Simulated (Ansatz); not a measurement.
Consider a check of PAW against all-electron LAPW of Cd, space group Im-3m (Ansatz's Python interface).

The script, `paw_lapw.py`:
```python
# -*- coding: utf-8 -*-
"""Checking the PAW result for Cd with LAPW."""

import ansatz as az
import numpy as np


def count_gap(report):
    # lowest empty less highest filled band, counting bands; zero where they overlap
    return max(report.get("gap_by_band_count_ev") or 0.0, 0.0)

vectors = np.array([
    [-1.784322, 1.784322, 1.784322],
    [1.784322, -1.784322, 1.784322],
    [1.784322, 1.784322, -1.784322],
])
cd = az.Lattice.of(vectors).atom("Cd", (0.0, 0.0, 0.0))

model = cd.calculation()
model = model.occupations(az.OccupationsMethod.FERMI_DIRAC, width=0.1)
model = model.functional("pbesol").kpoints(9, 9, 9)
model = model.scf(tolerance=1e-07)
model = model.stress().forces()
model = model.band_table()
variants = {
    "PAW": model.pseudopotentials("paw"),
    "LAPW": model.pseudopotentials("all_electron", lapw=True),
}
# totals differ by the cores that each treatment holds, so compare what does not depend on them
rows = []
for label, variant in variants.items():
    summary = variant.run(threads=1).report
    levels = np.array(summary["eigenvalues_ev"][0]) - summary["fermi_energy_ev"]
    print(label, "levels at the first k-point near E_F:", np.round(levels[np.abs(levels) < 5], 3))
    rows.append((label, summary["n_electrons"], np.trace(summary["stress_gpa"]) / 3, count_gap(summary)))
lines = [",".join(["treatment", "electrons in bands", "P GPa", "gap by band count eV"])] + [",".join(f"{v:.4f}" if isinstance(v, float) else str(v) for v in row) for row in rows]
print("\n".join(lines))
with open("paw_lapw.csv", "w") as handle:
    handle.write("\n".join(lines) + "\n")
```

How well do the two treatments of the cores agree on the pressure?

PAW gives -2.465 GPa and LAPW -2.469 GPa, 0.003 GPa apart. They took 0.5 and 2.4 s of processor time.

The output:

```console
$ python paw_lapw.py
DeckWarning: basis.ecutwfc = 420 eV, auto-derived from the records' recommended cutoffs: set by Cd (normal level)
DeckWarning: output.stress: scf.convergence.dr2_threshold = 1e-7 eV (the SCF's general default) is looser than the 1e-10 eV advised for a printed stress (1e-10 eV for each atom of the cell: 1). What an SCF threshold leaves in a stress goes as its square root, and in the free energy as the threshold itself, and one threshold admits the most on a small cell: of the crystals measured, under no hybrid functional and no lock of the moments, on runs that ended without the residual-converged pass, on [...]
PAW levels at the first k-point near E_F: []
LAPW levels at the first k-point near E_F: []
treatment,electrons in bands,P GPa,gap by band count eV
PAW,20.0000,-2.4652,0.0000
LAPW,20.0000,-2.4686,0.0000
```
(Warnings from the package without file and line, shortened.)

Caveats:
- The mesh is modest for a metal, so energies can be off by several to tens of meV an atom and pressures by half a GPa or more; differences at equal mesh fare better.
- A gap by band count of zero or less means overlapping bands, a metal.
- This isn't the structure that Cd takes at ambient conditions.
- Levels are Kohn-Sham eigenvalues on this mesh, without spin-orbit coupling.
- Pressure is positive in compression; the treatments may keep other shells as core, so totals and counts of electrons can differ.
- Finished in 3.6 s on 1 thread of AMD EPYC 7R43 64-Core Processor (Zen 3), on a shared host, peak memory 0.41 GiB.

(Lines on the test bed's own set-up are left out of the output.)
